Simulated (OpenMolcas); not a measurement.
# One shape, several levels: SiH3O4 (SMILES [O][Si](O)(O)O)

Wanted: a comparison of 6 runs (UHF/6-31G*, UBHLYP/6-31G*, UM06-2X/6-31G*, UM06-L/6-31G*, ROMP2/6-31G*, ROCCSD(T)/6-31G*) of SiH3O4. 

The results are computed with OpenMolcas 26.06.

1 further run of the same task is left out (set aside as unsound or not needed).

## 1. The system as given

The species is SiH3O4 (8 atoms), meant as a doublet with charge 0. SMILES: `[O][Si](O)(O)O`. The shape is that of a PBE0-D4/def2-TZVP optimisation. This is one conformer, not always the lowest.

Bond lengths: O1–Si2 1.656 Å, Si2–O3 1.631 Å, Si2–O4 1.622 Å, Si2–O5 1.624 Å, O3–H6 0.959 Å, O4–H7 0.959 Å, O5–H8 0.958 Å. Angles: O1–Si2–O3 102.2°, O1–Si2–O4 107.0°, O1–Si2–O5 116.5°, O3–Si2–O4 116.6°, O3–Si2–O5 108.2°, O4–Si2–O5 106.6°, Si2–O3–H6 117.6°, Si2–O4–H7 116.9°, Si2–O5–H8 118.2°.

## 2. Energy and gradient at UHF/6-31G(d) (spherical functions) (run 1)

Input file coord.xyz:

```xyz
8

O     -1.417600     0.247800     1.193000
Si    -0.195800     0.058700     0.091000
O      1.117100    -0.067300     1.049800
O     -0.249900     1.339100    -0.902700
O     -0.266300    -1.263500    -0.849700
H      1.271400     0.633000     1.686700
H     -0.094000     1.173100    -1.833800
H     -0.165000    -2.120800    -0.434300
```

Input file mol.inp:

```
* H3O4Si Hartree-Fock

&GATEWAY
  BasLib
  $CurrDir
  Coord
  coord.xyz
  Basis
  6-31Gs
  Group
  NoSym

&SEWARD

&SCF
  UHF
  Spin
  2
  Thresholds
  1e-10 1e-07 1e-07 1e-05
  PrOrbitals
  0

&ALASKA
```

The basis set 6-31G* is read from a file made from the Basis Set Exchange's data (not shown).

Started as:

```console
export MOLCAS_MEM=1860
pymolcas mol.inp > mol.log
```

Output:

```text
--- Start Module: gateway ---
[...]
--- Stop Module: gateway /rc=_RC_ALL_IS_WELL_ ---
[...]
      Basis functions           80
[...]
--- Start Module: scf ---
[...]
       Convergence after  30 Iterations
[...]
::    Total SCF energy                               -590.2474650257
[...]
      Total spin, S                                     0.5026498157
[...]
      Total electronic charge=   49.000000
      Total            charge=   -0.000000
[...]
      Dipole Moment (debye):
      Origin of the operator (angstrom)=   -0.1845    0.0571    0.1032
                   X=  1.2284E+00               Y= -6.9432E-01               Z= -4.0158E-01           Total=  1.4671E+00
      Quadrupole Moment (debye*angstrom):
[...]
--- Stop Module: scf /rc=_RC_ALL_IS_WELL_ ---
[...]
--- Start Module: alaska ---
[...]
 *              Molecular gradients               *
 **************************************************
  Irreducible representation: a
 ------------------------------------------------------------------------------------------
                              X                       Y                       Z
 ------------------------------------------------------------------------------------------
  O1                8.62958533286040E-03   -2.80321226941105E-04   -3.27880686821480E-03
  SI2              -1.07031309501868E-02   -5.86014522862263E-04    3.08927231230860E-03
  O3               -1.66842727231753E-03   -9.36879478457442E-03   -5.46072314862833E-03
  O4               -1.34590142867519E-03    3.05867093637247E-03    1.06378426601470E-02
  O5                9.78265124370159E-04    1.00326771912869E-02   -6.95175010969784E-03
  H6                1.74915070602122E-03    9.39937898528020E-03    7.96572227517256E-03
  H7                1.74473641973982E-03   -2.11898165825827E-03   -1.15068537935574E-02
  H8                6.15722068109725E-04   -1.01366149204045E-02    5.50529667248556E-03
[...]
--- Stop Module: alaska /rc=_RC_ALL_IS_WELL_ ---
[...]
```

Wall time 8.1 s (1 thread of Intel Xeon 6975P-C (Granite Rapids), shared host); peak memory 0.45 GiB.

## 3. Energy and forces at UBHLYP/6-31G(d) (spherical functions) (run 2)

Input file calc.inp:

```
* H3O4Si Kohn-Sham DFT
&GATEWAY
BasLib=$CurrDir
BasisSet
O.6-31Gs....
O1 -1.417600 0.247800 1.193000 angstrom
O3 1.117100 -0.067300 1.049800 angstrom
O4 -0.249900 1.339100 -0.902700 angstrom
O5 -0.266300 -1.263500 -0.849700 angstrom
End of Basis
BasisSet
Si.6-31Gs....
Si2 -0.195800 0.058700 0.091000 angstrom
End of Basis
BasisSet
H.6-31Gs....
H6 1.271400 0.633000 1.686700 angstrom
H7 -0.094000 1.173100 -1.833800 angstrom
H8 -0.165000 -2.120800 -0.434300 angstrom
End of Basis
&SEWARD
GridInput
Grid=UltraFine
End of Grid
&SCF
UHF
Spin=2
KSDFT=HYB_GGA_XC_BHANDHLYP
Thresholds=1e-10 1e-07 1e-07 1e-05
PrOrbitals=1
&ALASKA
```

The basis set 6-31G* is read from a file made from the Basis Set Exchange's data (not shown).

Started as:

```console
export MOLCAS_MEM=1860
pymolcas calc.inp > calc.log
```

Output:

```text
--- Start Module: gateway ---
[...]
--- Stop Module: gateway /rc=_RC_ALL_IS_WELL_ ---
[...]
      Basis functions           80
[...]
--- Start Module: scf ---
[...]
       Convergence after  24 Iterations
[...]
::    Total KS-DFT energy                            -592.1244104535
[...]
      Total spin, S                                     0.5016511937
[...]
      Total electronic charge=   49.000000
      Total            charge=   -0.000000
[...]
      Dipole Moment (debye):
      Origin of the operator (angstrom)=   -0.1845    0.0571    0.1032
                   X=  1.3274E+00               Y= -6.5847E-01               Z= -4.2727E-01           Total=  1.5421E+00
      Quadrupole Moment (debye*angstrom):
[...]
--- Stop Module: scf /rc=_RC_ALL_IS_WELL_ ---
[...]
--- Start Module: alaska ---
[...]
 *              Molecular gradients               *
 **************************************************
  Irreducible representation: a
 ------------------------------------------------------------------------------------------
                              X                       Y                       Z
 ------------------------------------------------------------------------------------------
  O1                5.54308022252847E-03   -5.03002862101809E-04   -2.90624866488720E-03
  O3               -2.10091308303362E-03   -1.49167756713986E-03   -1.70502128428041E-03
  O4                2.22152267205011E-04   -1.32252547217959E-03    3.02951579541677E-03
  O5                9.83815616455441E-04    3.33024076581090E-03   -1.56377666151286E-04
  SI2              -5.42059171605602E-03   -3.08462702914084E-05    1.56923665386435E-03
  H6                7.19109935400253E-04    2.03153597618799E-03    1.90064952159963E-03
  H7                2.53314897331602E-04    2.28132414601283E-04   -2.56229432353727E-03
  H8               -1.99968139869389E-04   -2.24185698478685E-03    8.30539967890953E-04
[...]
--- Stop Module: alaska /rc=_RC_ALL_IS_WELL_ ---
[...]
```

Wall time 39 s (1 thread of Intel Xeon 6975P-C (Granite Rapids), shared host); peak memory 0.45 GiB.

Runs 3 to 4 aren't shown in full; the table further down has their settings and results.

## 4. The energy at ROMP2/6-31G(d) (spherical functions) (run 5)

Input file input.xyz:

```xyz
8

O     -1.417600     0.247800     1.193000
Si    -0.195800     0.058700     0.091000
O      1.117100    -0.067300     1.049800
O     -0.249900     1.339100    -0.902700
O     -0.266300    -1.263500    -0.849700
H      1.271400     0.633000     1.686700
H     -0.094000     1.173100    -1.833800
H     -0.165000    -2.120800    -0.434300
```

Input file mol.input:

```
* H3O4Si ROMP2
>>> EXPORT MOLCAS_PRINT=2
&gateway
baslib = $CurrDir
coord = input.xyz
basis = 6-31Gs
group = NoSym
&seward
&scf
uhf
spin = 2
thresholds = 1e-10 1e-07 1e-07 1e-05
prorbitals = 1 2
&rasscf
fileorb = $Project.UnaOrb
spin = 2
nactel = 1 0 0
inactive = 24
ras2 = 1
outorbitals = Canonical
orblisting = Few
&caspt2
ipea = 0.0
frozen = 9
```

The basis set 6-31G* is read from a file made from the Basis Set Exchange's data (not shown).

Started as:

```console
export MOLCAS_MEM=1860
pymolcas mol.input > mol.log
```

Output:

```text
--- Start Module: gateway ---
[...]
--- Stop Module: gateway /rc=_RC_ALL_IS_WELL_ ---
[...]
      Basis functions           80
[...]
       Convergence after  30 Iterations
[...]
::    Total SCF energy                               -590.2474650257
[...]
      Total spin, S                                     0.5026498157
[...]
--- Start Module: rasscf ---
[...]
      Number of active orbitals                  1
[...]
      Spin quantum number                      0.5
[...]
      Active orbitals                            1
[...]
      Number of CSFs                             1
[...]
      Number of root(s) required                 1
[...]
      Convergence after 10 iterations
[...]
      printout of CI-coefficients larger than  0.05 for root  1
      energy=    -590.243728
      conf/sym  1     Coeff  Weight
             1  u   1.00000 1.00000
      Natural orbitals and occupation numbers for root  1
      sym 1:   1.000000
      ************************************************************************************************************************
      *                                                    Final results                                                     *
[...]
::    RASSCF root number  1 Total energy:   -590.24372819
[...]
      Total electronic charge=   49.000000
      Total            charge=   -0.000000
[...]
      Dipole Moment (debye):
      Origin of the operator (angstrom)=   -0.1845    0.0571    0.1032
                   X=  1.2224E+00               Y= -6.9582E-01               Z= -4.0121E-01           Total=  1.4626E+00
      Quadrupole Moment (debye*angstrom):
[...]
--- Stop Module: rasscf /rc=_RC_ALL_IS_WELL_ ---
[...]
--- Start Module: caspt2 ---
[...]
 ###    WARNING: User changed nr of frozen orbitals.                         ###
 ###############################################################################
[...]
      E2 (Variational):          -0.7512934658
      Total energy:            -590.9950216524
[...]
      Reference weight:           0.82672
[...]
::    CASPT2 Root  1     Total energy:   -590.99502165
[...]
--- Stop Module: caspt2 /rc=_RC_ALL_IS_WELL_ ---
[...]
```

Run time: 9.6 s. Hardware: 1 thread of Intel Xeon 6975P-C (Granite Rapids), shared host; peak memory 0.45 GiB.

## 5. The energy at ROCCSD(T)/6-31G(d) (spherical functions) (run 6)

Input file run.input:

```
* H3O4Si CCSD(T)
>>> EXPORT MOLCAS_PRINT=2

&GATEWAY
  BasLib
  $CurrDir
  Coord
  8
  angstrom
  O       -1.417600       0.247800       1.193000
  Si      -0.195800       0.058700       0.091000
  O        1.117100      -0.067300       1.049800
  O       -0.249900       1.339100      -0.902700
  O       -0.266300      -1.263500      -0.849700
  H        1.271400       0.633000       1.686700
  H       -0.094000       1.173100      -1.833800
  H       -0.165000      -2.120800      -0.434300
  Basis
  6-31Gs
  Group
  NoSym

&SEWARD

&SCF
  UHF
  Spin
  2
  Thresholds
  1e-10 1e-07 1e-07 1e-05
  PrOrbitals
  1 1

&RASSCF
  FileOrb
  $Project.UnaOrb
  Spin
  2
  Nactel
  1 0 0
  Inactive
  24
  Ras2
  1
  OutOrbitals
  Canonical
  OrbListing
  Nothing

&MOTRA
  JobIph
  Frozen
  9

&CCSDT
  CCT
  Triples
  3
  Iterations
  80
  Accuracy
  1e-08
  Extrapolation
  5 4
```

The basis set 6-31G* is read from a file made from the Basis Set Exchange's data (not shown).

Started as:

```console
export MOLCAS_MEM=1860
pymolcas run.input > run.log
```

Output:

```text
--- Start Module: gateway ---
[...]
--- Stop Module: gateway /rc=_RC_ALL_IS_WELL_ ---
[...]
      Basis functions           80
[...]
       Convergence after  30 Iterations
[...]
::    Total SCF energy                               -590.2474650257
[...]
      Total spin, S                                     0.5026498157
[...]
      Number of active orbitals                  1
[...]
      Spin quantum number                      0.5
[...]
      Active orbitals                            1
[...]
      Number of CSFs                             1
[...]
      Number of root(s) required                 1
[...]
      Convergence after 10 iterations
[...]
      printout of CI-coefficients larger than  0.05 for root  1
      energy=    -590.243728
      conf/sym  1     Coeff  Weight
             1  u   1.00000 1.00000
      Natural orbitals and occupation numbers for root  1
      sym 1:   1.000000
      ************************************************************************************************************************
      *                                                    Final results                                                     *
[...]
::    RASSCF root number  1 Total energy:   -590.24372819
[...]
      Total electronic charge=   49.000000
      Total            charge=   -0.000000
[...]
      Dipole Moment (debye):
      Origin of the operator (angstrom)=   -0.1845    0.0571    0.1032
                   X=  1.2224E+00               Y= -6.9582E-01               Z= -4.0121E-01           Total=  1.4626E+00
      Quadrupole Moment (debye*angstrom):
[...]
--- Start Module: motra ---
[...]
      *** WARNING: Default frozen orbitals is overwritten by user input.
      *** Default values:   6
[...]
--- Stop Module: motra /rc=_RC_ALL_IS_WELL_ ---
--- Start Module: ccsdt ---
[...]
      Convergence after                    27  Iterations
      Total energy (diff) :    -591.01821235       0.00000000
[...]
 METHOD                       : CCSD+T(CCSD)+<T3(1)WT1>+<T3(1)UT2> = CCSD(T)
[...]
       CCSD     =      -591.0182123525158
[...]
--- Stop Module: ccsdt /rc=_RC_ALL_IS_WELL_ ---
[...]
```

It took 55 s on 1 thread of Intel Xeon 6975P-C (Granite Rapids), shared host; peak memory 0.45 GiB.

## 6. All runs side by side

| run | level | integration grid | task | energy (Eh) | dipole moment (D) | HOMO energy (eV) | LUMO energy (eV) | wall time |
| --- | --- | --- | --- | --- | --- | --- | --- | --- |
| 1 | UHF/6-31G* (spherical functions) | – | gradient | -590.247465 | 1.47 | -13.50 | 2.03 | 8.1 s |
| 2 | UBHLYP/6-31G* (spherical functions) | UltraFine | gradient | -592.124410 | 1.54 | -10.56 | -2.52 | 39 s |
| 3 | UM06-2X/6-31G* (spherical functions) | UltraFine | energy | -592.124904 | 1.56 | -10.52 | -2.82 | 51 s |
| 4 | UM06-L/6-31G* (spherical functions) | UltraFine | energy | -592.220491 | 1.89 | -7.10 | -5.35 | 45 s |
| 5 | ROMP2/6-31G* (spherical functions) | – | energy | -590.995022 | – | – | – | 9.6 s |
| 6 | ROCCSD(T)/6-31G* (spherical functions) | – | energy | -591.031359 | – | – | – | 55 s |

## 7. What came out

| quantity | value |
| --- | --- |
| run 6: total energy | -591.03136 Eh |
| run 6: (T) correction | -13.15 mEh |

Over runs 1, 2, 3, 4 the dipole moment (its size) runs from 1.47 D (UHF/6-31G*) to 1.89 D (UM06-L/6-31G*). Totals of different functionals can't be ranked against each other. All runs together took 3.5 min, the longest 55 s.
